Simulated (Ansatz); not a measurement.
**C8H18 (SMILES CCCC(C)CCC), step by step**

We compute a geometry optimisation (HF/STO-3G), then the harmonic vibrations of C8H18. 

The results are computed with Ansatz 0.2.0.

### 1 The structure to begin with

C8H18: 26 atoms, total charge 0, spin state singlet. SMILES: `CCCC(C)CCC`. Geometry: relaxed at PBE0-D4/def2-TZVP. This is one conformer, not always the lowest. The run starts from this shape.

Some bond lengths: C1–C2 1.519 Å, C2–C3 1.521 Å, C3–C4 1.531 Å, C4–C5 1.523 Å, C4–C6 1.527 Å, C6–C7 1.520 Å, C7–C8 1.519 Å, C1–H9 1.094 Å, C1–H10 1.092 Å, C1–H11 1.094 Å, C2–H12 1.095 Å, C2–H13 1.095 Å, C3–H14 1.097 Å, C3–H15 1.096 Å, C4–H16 1.099 Å, C5–H17 1.093 Å. Some angles: C1–C2–C3 112.2°, C2–C3–C4 115.9°, C3–C4–C5 111.8°, C3–C4–C6 113.5°, C5–C4–C6 110.4°, C4–C6–C7 115.1°, C6–C7–C8 112.6°, C1–C2–H12 109.3°, C1–C2–H13 109.2°, C3–C2–H12 110.0°.

### 2 A geometry optimisation at HF/STO-3G (run 1)

job.yaml reads:

```yaml
crystal:
  periodic: [false, false, false]
  atoms:
    - symbol: C
      position_ang: [-0.811100, -1.040700, -2.907500]
    - symbol: C
      position_ang: [-0.776500, -0.191200, -1.648600]
    - symbol: C
      position_ang: [-0.772600, -1.037700, -0.384500]
    - symbol: C
      position_ang: [-0.788600, -0.265200, 0.937300]
    - symbol: C
      position_ang: [-2.109600, 0.461400, 1.152200]
    - symbol: C
      position_ang: [0.381700, 0.703600, 1.090700]
    - symbol: C
      position_ang: [1.759500, 0.075100, 0.965300]
    - symbol: C
      position_ang: [2.879100, 1.062100, 1.246600]
    - symbol: H
      position_ang: [-1.708200, -1.665600, -2.935900]
    - symbol: H
      position_ang: [-0.805900, -0.425400, -3.810200]
    - symbol: H
      position_ang: [0.054100, -1.708300, -2.955400]
    - symbol: H
      position_ang: [-1.637400, 0.485200, -1.643900]
    - symbol: H
      position_ang: [0.112100, 0.448800, -1.669300]
    - symbol: H
      position_ang: [-1.644000, -1.703900, -0.403100]
    - symbol: H
      position_ang: [0.102400, -1.697100, -0.407700]
    - symbol: H
      position_ang: [-0.693300, -1.014800, 1.734800]
    - symbol: H
      position_ang: [-2.145000, 0.923500, 2.142200]
    - symbol: H
      position_ang: [-2.958300, -0.223100, 1.071500]
    - symbol: H
      position_ang: [-2.252800, 1.257900, 0.416900]
    - symbol: H
      position_ang: [0.301400, 1.185200, 2.073200]
    - symbol: H
      position_ang: [0.284400, 1.514600, 0.358000]
    - symbol: H
      position_ang: [1.833500, -0.773700, 1.655700]
    - symbol: H
      position_ang: [1.889000, -0.340900, -0.039400]
    - symbol: H
      position_ang: [2.802900, 1.466300, 2.260000]
    - symbol: H
      position_ang: [2.840600, 1.907400, 0.553500]
    - symbol: H
      position_ang: [3.862400, 0.596600, 1.147300]
basis:
  gaussian: {orbitals: STO-3G}
hamiltonian: {xc: hf}
relax: {f_tol: 0.002}
output: {orbitals: {seedname: orbitals}}
```

Started as:

```sh
$ ansatz run job.yaml --threads 1 --pin off --max-ram 2610MiB --events-out events.jsonl --progress --plain --runs-dir runs
```

Log:

```text
Warning: RAYON_NUM_THREADS=1 ignored (pool sized by the plan → 1); use --threads N
The last accepted step is kept in runs//last_step.txt (removed where the run ends without a failure and the disk answers)
[... 56 lines left out ...]
Total energy: -8429.61517718 eV, -309.7826439631 hartree
[... 26 lines left out ...]
Dipole moment:     0.000707    -0.004625     0.006733 e Å
```

It took 27 s on 1 thread of Arm Neoverse V1, shared host; peak memory 0.14 GiB.

Step by step:

| step | energy from the first frame kept (eV) | largest force (eV/Å) |
| --- | --- | --- |
| 1 | 0.0000 | 1.8291 |
| 2 | -0.1126 | 0.2319 |
| 3 | -0.1158 | 0.0849 |
| 4 | -0.1166 | 0.0097 |
| 5 | -0.1168 | 0.0149 |
| 6 | -0.1169 | 0.0095 |
| 7 | -0.1169 | 0.0024 |

After the run. Some bond lengths: C1–C2 1.542 Å, C2–C3 1.546 Å, C3–C4 1.555 Å, C4–C5 1.547 Å, C4–C6 1.553 Å, C6–C7 1.545 Å, C7–C8 1.542 Å, C1–H9 1.086 Å, C1–H10 1.086 Å, C1–H11 1.086 Å, C2–H12 1.087 Å, C2–H13 1.087 Å, C3–H14 1.088 Å, C3–H15 1.087 Å, C4–H16 1.091 Å, C5–H17 1.086 Å. Some angles: C1–C2–C3 111.7°, C2–C3–C4 115.7°, C3–C4–C5 111.7°, C3–C4–C6 114.2°, C5–C4–C6 109.9°, C4–C6–C7 114.3°, C6–C7–C8 112.0°, C1–C2–H12 109.0°, C1–C2–H13 108.9°, C3–C2–H12 109.9°.

### 3 Vibrational wavenumbers at HF/STO-3G (run 2)

job.yaml reads:

```yaml
crystal:
  periodic: [false, false, false]
  atoms:
    - {symbol: C, position_ang: [-0.872648, -1.066423, -2.966345]}
    - {symbol: C, position_ang: [-0.834922, -0.193531, -1.696002]}
    - {symbol: C, position_ang: [-0.772267, -1.052785, -0.412636]}
    - {symbol: C, position_ang: [-0.774130, -0.265027, 0.927907]}
    - {symbol: C, position_ang: [-2.116657, 0.468856, 1.157392]}
    - {symbol: C, position_ang: [0.406743, 0.731264, 1.081070]}
    - {symbol: C, position_ang: [1.804037, 0.073751, 1.019844]}
    - {symbol: C, position_ang: [2.931338, 1.081609, 1.319755]}
    - {symbol: H, position_ang: [-1.745664, -1.712412, -2.964044]}
    - {symbol: H, position_ang: [-0.912443, -0.444612, -3.855930]}
    - {symbol: H, position_ang: [0.012072, -1.693185, -3.029376]}
    - {symbol: H, position_ang: [-1.719064, 0.439120, -1.675066]}
    - {symbol: H, position_ang: [0.030673, 0.462761, -1.744577]}
    - {symbol: H, position_ang: [-1.626009, -1.727932, -0.404469]}
    - {symbol: H, position_ang: [0.117063, -1.677337, -0.453384]}
    - {symbol: H, position_ang: [-0.674687, -1.009506, 1.719116]}
    - {symbol: H, position_ang: [-2.148546, 0.891229, 2.157129]}
    - {symbol: H, position_ang: [-2.951783, -0.217104, 1.052453]}
    - {symbol: H, position_ang: [-2.249686, 1.278714, 0.447496]}
    - {symbol: H, position_ang: [0.301233, 1.229110, 2.043097]}
    - {symbol: H, position_ang: [0.338431, 1.504433, 0.319359]}
    - {symbol: H, position_ang: [1.850970, -0.741432, 1.739670]}
    - {symbol: H, position_ang: [1.968318, -0.356554, 0.034867]}
    - {symbol: H, position_ang: [2.817157, 1.502859, 2.314196]}
    - {symbol: H, position_ang: [2.918564, 1.897396, 0.602905]}
    - {symbol: H, position_ang: [3.901708, 0.596839, 1.265273]}
basis:
  gaussian:
    orbitals: STO-3G
magnetization:
  spin_polarized: false
hamiltonian:
  xc: hf
phonons:
  temperatures:
    t_min: 298.15
    t_max: 298.15
    t_step: 1
```

Started as:

```sh
$ ansatz run job.yaml --threads 1 --pin off --max-ram 2610MiB --events-out events.jsonl --progress --plain --runs-dir runs
```

Log:

```text
Warning: RAYON_NUM_THREADS=1 ignored (pool sized by the plan → 1); use --threads N
[... 827 lines left out ...]
Total energy: -8429.61517353 eV, -309.7826438287 hartree
[... 26 lines left out ...]
Dipole moment:     0.000709    -0.004626     0.006732 e Å
Vibrations: 61.80 72.88 87.68 162.82 200.90 231.78 247.27 255.91 262.61 343.96 365.25 463.98 507.70 634.28 862.72 874.33 943.93 1020.61 1052.76 1061.21 1086.75 1164.79 1196.02 1226.22 1243.89 1252.93 1270.49 1304.72 1380.01 1398.48 1426.98 1499.96 1515.68 1553.08 1566.85 1574.48 1594.40 1650.29 1665.82 1719.72 1729.96 1746.46 1749.41 1752.48 1825.75 1826.31 1838.65 1838.91 1839.09 1841.93 1844.69 1846.47 1851.18 1853.38 3566.24 3566.39 3568.46 3604.68 3607.06 3610.56 3616.73 3631.44 3715.91 3717.94 3728.12 3732.71 3749.66 3749.72 3749.76 3751.26 3751.54 3754.88 cm⁻¹, zero-point energy 8.031923 eV
```

Wall time 7.8 min (1 thread of Arm Neoverse V1, shared host); peak memory 0.14 GiB.

### 4 Outcome

```
                                     quantity          value
    run 1, HF/STO-3G: total energy at the end  -309.78264 Eh
              run 1, HF/STO-3G: dipole moment         0.04 D
                run 1, HF/STO-3G: HOMO energy      -10.64 eV
                run 1, HF/STO-3G: LUMO energy       15.47 eV
              run 1, HF/STO-3G: HOMO–LUMO gap       26.12 eV
   run 2, HF/STO-3G: largest force on an atom     0.002 eV/Å
 run 2, HF/STO-3G: lowest harmonic wavenumber        62 cm⁻¹
run 2, HF/STO-3G: highest harmonic wavenumber      3755 cm⁻¹
          run 2, HF/STO-3G: zero-point energy   775.0 kJ/mol
```

In words: The optimisation (run 1, HF/STO-3G) took 6 steps and changed the energy by -0.117 eV. All 72 modes (run 2, HF/STO-3G) are real, so the shape is a minimum at this level.
